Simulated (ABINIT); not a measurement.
SnSeS:

```
Sn Se S
1.0
     3.76020    0.00000    0.00000
    -1.88010    3.25643    0.00000
     0.00000    0.00000    6.36403
Sn Se S
1 1 1
Direct
  0.33333 0.66667 0.00765
  0.00000 0.00000 0.75771
  0.66667 0.33333 0.23464
```

The cell comes from a database or a generator and needn't be the stable form of this composition.

- Program: ABINIT 10.8.3 (patched build)
- Task: relaxation of cell and atoms
- Functional: PBEsol
- Potentials or basis: JTH PAW PBE v2.0
- Cutoff: 599 eV
- k mesh: 8 × 8 × 4
- Occupations: fermi-dirac, width 0.05 eV
- Spin: no spin polarisation

At the start: pressure -0.7 GPa; volume 25.98 Å³/atom.

Problem. Where does the relaxation end?

Solution. Over 15 steps the energy falls by 3.3 meV/atom and the volume is 24.55 Å³/atom (-5.5 %); space group P3m1 (No. 156, to 0.05 Å).

Step by step:
```csv
step,energy change (eV),largest force (eV/Å),pressure (GPa),volume (Å³)
1,0.0000,0.0549,-0.71,77.93
2,-0.0010,0.0649,-0.59,77.76
3,-0.0040,0.1116,0.17,76.70
4,-0.0043,0.0984,0.16,76.65
5,-0.0050,0.0174,-0.06,76.57
6,-0.0051,0.0132,-0.08,76.57
7,-0.0062,0.0330,-0.34,76.30
8,-0.0077,0.0691,-0.47,75.51
9,-0.0092,0.0497,-0.33,74.42
10,-0.0082,0.0786,0.13,72.40
11,-0.0098,0.0399,-0.09,73.72
12,-0.0098,0.0288,-0.04,73.71
13,-0.0099,0.0116,0.02,73.63
14,-0.0099,0.0067,0.02,73.63
15,-0.0099,0.0005,0.00,73.64
```

Final structure:
```cif
data_structure
_symmetry_space_group_name_H-M 'P 1'
_symmetry_Int_Tables_number 1
_cell_length_a 3.7347
_cell_length_b 3.7347
_cell_length_c 6.0967
_cell_angle_alpha 90.000
_cell_angle_beta 90.000
_cell_angle_gamma 120.000
_cell_volume 73.64
loop_
_atom_site_label
_atom_site_type_symbol
_atom_site_fract_x
_atom_site_fract_y
_atom_site_fract_z
_atom_site_occupancy
Sn1 Sn 0.33333 0.66667 0.00772 1
Se1 Se 0.00000 0.00000 0.74506 1
S1 S 0.66667 0.33333 0.24722 1
```

Caveat: the PAW data sets were made with another functional, which shifts forces and pressure a little; this functional lacks dispersion, which binds the layers, so the pressure and a relaxed spacing across them are unreliable.
